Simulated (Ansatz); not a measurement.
# SrTiO3: the cost of one run

Method: DFT PBE, scalar-relativistic, plane waves, PAW, in Ansatz 0.2.0.

## Step 1: The starting structure

It takes space group I4/mcm (No. 140, tetragonal). Conventional cell: a = 5.511 Å, b = 5.511 Å, c = 7.796 Å, α = 90.00°, β = 90.00°, γ = 90.00°. Sr (site symmetry -42m) is surrounded by 12 O at 2.73 to 2.78 Å. Around Ti (site symmetry 4/m) lie 6 O at 1.95 Å. O (site symmetry 422) has 2 Ti at 1.95 Å and 4 Sr at 2.76 Å in its first shell of neighbours. O (site symmetry m2m) is surrounded by 2 Ti at 1.95 Å and 4 Sr at 2.73 to 2.78 Å.

Coordinates:

```cif
data_structure
_symmetry_space_group_name_H-M 'P 1'
_symmetry_Int_Tables_number 1
_cell_length_a 7.7937
_cell_length_b 7.7937
_cell_length_c 7.7960
_cell_angle_alpha 90.000
_cell_angle_beta 90.000
_cell_angle_gamma 90.000
_cell_volume 473.55
loop_
_atom_site_label
_atom_site_type_symbol
_atom_site_fract_x
_atom_site_fract_y
_atom_site_fract_z
_atom_site_occupancy
Sr1 Sr 0.25000 0.25000 0.75000 1
Sr2 Sr 0.25000 0.75000 0.25000 1
Sr3 Sr 0.75000 0.25000 0.25000 1
Sr4 Sr 0.75000 0.75000 0.75000 1
Sr5 Sr 0.75000 0.25000 0.75000 1
Sr6 Sr 0.75000 0.75000 0.25000 1
Sr7 Sr 0.25000 0.25000 0.25000 1
Sr8 Sr 0.25000 0.75000 0.75000 1
Ti1 Ti 0.00000 0.00000 0.00000 1
Ti2 Ti 0.00000 0.50000 0.50000 1
Ti3 Ti 0.50000 0.00000 0.50000 1
Ti4 Ti 0.50000 0.50000 0.00000 1
Ti5 Ti 0.50000 0.00000 0.00000 1
Ti6 Ti 0.50000 0.50000 0.50000 1
Ti7 Ti 0.00000 0.00000 0.50000 1
Ti8 Ti 0.00000 0.50000 0.00000 1
O1 O 0.00000 0.00000 0.25000 1
O2 O 0.00000 0.50000 0.75000 1
O3 O 0.50000 0.00000 0.75000 1
O4 O 0.50000 0.50000 0.25000 1
O5 O 0.50000 0.00000 0.25000 1
O6 O 0.50000 0.50000 0.75000 1
O7 O 0.00000 0.00000 0.75000 1
O8 O 0.00000 0.50000 0.25000 1
O9 O 0.75000 0.49510 0.00000 1
O10 O 0.75000 0.99510 0.50000 1
O11 O 0.25000 0.49510 0.50000 1
O12 O 0.25000 0.99510 0.00000 1
O13 O 0.00490 0.25000 0.00000 1
O14 O 0.00490 0.75000 0.50000 1
O15 O 0.50490 0.25000 0.50000 1
O16 O 0.50490 0.75000 0.00000 1
O17 O 0.75000 0.00490 0.00000 1
O18 O 0.75000 0.50490 0.50000 1
O19 O 0.25000 0.00490 0.50000 1
O20 O 0.25000 0.50490 0.00000 1
O21 O 0.49510 0.25000 0.00000 1
O22 O 0.49510 0.75000 0.50000 1
O23 O 0.99510 0.25000 0.50000 1
O24 O 0.99510 0.75000 0.00000 1
```

The runs take a perfect supercell of 40 atoms; the defect goes to fractional position (0.000, 0.000, 0.250).

## Step 2: The perfect supercell

File input.yaml:

```yaml
crystal:
  lattice:
    - [5.511, -5.511, 0.0]
    - [5.511, 5.511, 0.0]
    - [0.0, 0.0, 7.796]
  atoms:
    - { symbol: Sr, position: [0.25, 0.25, 0.75] }
    - { symbol: Sr, position: [0.25, 0.75, 0.25] }
    - { symbol: Sr, position: [0.75, 0.25, 0.25] }
    - { symbol: Sr, position: [0.75, 0.75, 0.75] }
    - { symbol: Sr, position: [0.75, 0.25, 0.75] }
    - { symbol: Sr, position: [0.75, 0.75, 0.25] }
    - { symbol: Sr, position: [0.25, 0.25, 0.25] }
    - { symbol: Sr, position: [0.25, 0.75, 0.75] }
    - { symbol: Ti, position: [0.0, 0.0, 0.0] }
    - { symbol: Ti, position: [0.0, 0.5, 0.5] }
    - { symbol: Ti, position: [0.5, 0.0, 0.5] }
    - { symbol: Ti, position: [0.5, 0.5, 0.0] }
    - { symbol: Ti, position: [0.5, 0.0, 0.0] }
    - { symbol: Ti, position: [0.5, 0.5, 0.5] }
    - { symbol: Ti, position: [0.0, 0.0, 0.5] }
    - { symbol: Ti, position: [0.0, 0.5, 0.0] }
    - { symbol: O, position: [0.0, 0.0, 0.25] }
    - { symbol: O, position: [0.0, 0.5, 0.75] }
    - { symbol: O, position: [0.5, 0.0, 0.75] }
    - { symbol: O, position: [0.5, 0.5, 0.25] }
    - { symbol: O, position: [0.5, 0.0, 0.25] }
    - { symbol: O, position: [0.5, 0.5, 0.75] }
    - { symbol: O, position: [0.0, 0.0, 0.75] }
    - { symbol: O, position: [0.0, 0.5, 0.25] }
    - { symbol: O, position: [0.75, 0.4951, 0.0] }
    - { symbol: O, position: [0.75, 0.9951, 0.5] }
    - { symbol: O, position: [0.25, 0.4951, 0.5] }
    - { symbol: O, position: [0.25, 0.9951, 0.0] }
    - { symbol: O, position: [0.0049, 0.25, 0.0] }
    - { symbol: O, position: [0.0049, 0.75, 0.5] }
    - { symbol: O, position: [0.5049, 0.25, 0.5] }
    - { symbol: O, position: [0.5049, 0.75, 0.0] }
    - { symbol: O, position: [0.75, 0.0049, 0.0] }
    - { symbol: O, position: [0.75, 0.5049, 0.5] }
    - { symbol: O, position: [0.25, 0.0049, 0.5] }
    - { symbol: O, position: [0.25, 0.5049, 0.0] }
    - { symbol: O, position: [0.4951, 0.25, 0.0] }
    - { symbol: O, position: [0.4951, 0.75, 0.5] }
    - { symbol: O, position: [0.9951, 0.25, 0.5] }
    - { symbol: O, position: [0.9951, 0.75, 0.0] }
basis:
  ecutwfc: 420
  fft_grid_basis: typed
kpoints:
  mp_grid: { grid: [2, 2, 2] }
hamiltonian:
  xc: pbe
  pseudopotentials: { kind: paw }
scf:
  occupations: { method: gaussian, width: 0.05 }
output:
  forces: true
  stress: false
  eigenvalues: true
  bader: false
  write_density: true
  volumetric_format: npy
```

Launch:

```
ansatz run input.yaml --threads 4 --pin off --max-ram 10240MiB --backend cpu --events-out ev --progress --plain --runs-dir out
```

**Question.** How long does this run take on 4 threads of Arm Neoverse V1, shared host, and how much memory does it need?

About 9.2 s, with a peak of 2.2 GiB.
